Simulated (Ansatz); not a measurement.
# Si2W3: the cost of one run

Method: DFT PBE, scalar-relativistic, plane waves, PAW, in Ansatz 0.2.0.

## (1) The starting structure

Symmetry: Pm-3m, No. 221, cubic system. Conventional cell: a = 4.335 Å, b = 4.335 Å, c = 4.335 Å, α = 90.00°, β = 90.00°, γ = 90.00°. Si (site symmetry m-3m) has 12 W at 3.07 Å as nearest neighbours. Si (site symmetry m-3m) has 6 W at 2.17 Å as nearest neighbours. W (site symmetry 4/mmm) has 6 Si at 2.17 to 3.07 Å and 8 W at 3.07 Å as nearest neighbours.

As a file:

```
CELL_PARAMETERS angstrom
4.33470 0.00000 0.00000
0.00000 4.33470 0.00000
0.00000 0.00000 4.33470
ATOMIC_POSITIONS crystal
Si 0.50000 0.50000 0.50000
Si 0.00000 0.00000 0.00000
W 0.50000 0.00000 0.00000
W 0.00000 0.50000 0.00000
W 0.00000 0.00000 0.50000
```

Recipe of the guess: random cell by space group and Wyckoff sites (Pm-3m, No. 221). Lengths come from tabulated atomic sizes and are only a guess.

## (2) The guess as it stands, on a coarse mesh

input.yaml reads:

```yaml
crystal:
  lattice:
    - [4.33469522, 0.0, 0.0]
    - [0.0, 4.33469522, 0.0]
    - [0.0, 0.0, 4.33469522]
  atoms:
    - { symbol: Si, position: [0.5, 0.5, 0.5] }
    - { symbol: Si, position: [0.0, 0.0, 0.0] }
    - { symbol: W, position: [0.5, 0.0, 0.0] }
    - { symbol: W, position: [0.0, 0.5, 0.0] }
    - { symbol: W, position: [0.0, 0.0, 0.5] }
basis:
  ecutwfc: 420
kpoints:
  mp_grid: { grid: [4, 4, 4] }
hamiltonian:
  xc: pbe
scf:
  occupations: { method: gaussian, width: 0.1 }
  lower_state_search: "off"
output:
  forces: true
  stress: true
  eigenvalues: true
```

Command:

```sh
ansatz run input.yaml --threads 1 --pin off --max-ram 2560MiB --backend cpu --events-out ev --progress --plain --runs-dir out
```

What time and memory should one allow on 1 thread of Intel Xeon Platinum 8259CL at 2.50GHz (Skylake/Cascade Lake), shared host?

About 1.7 s, with a peak of 0.37 GiB.
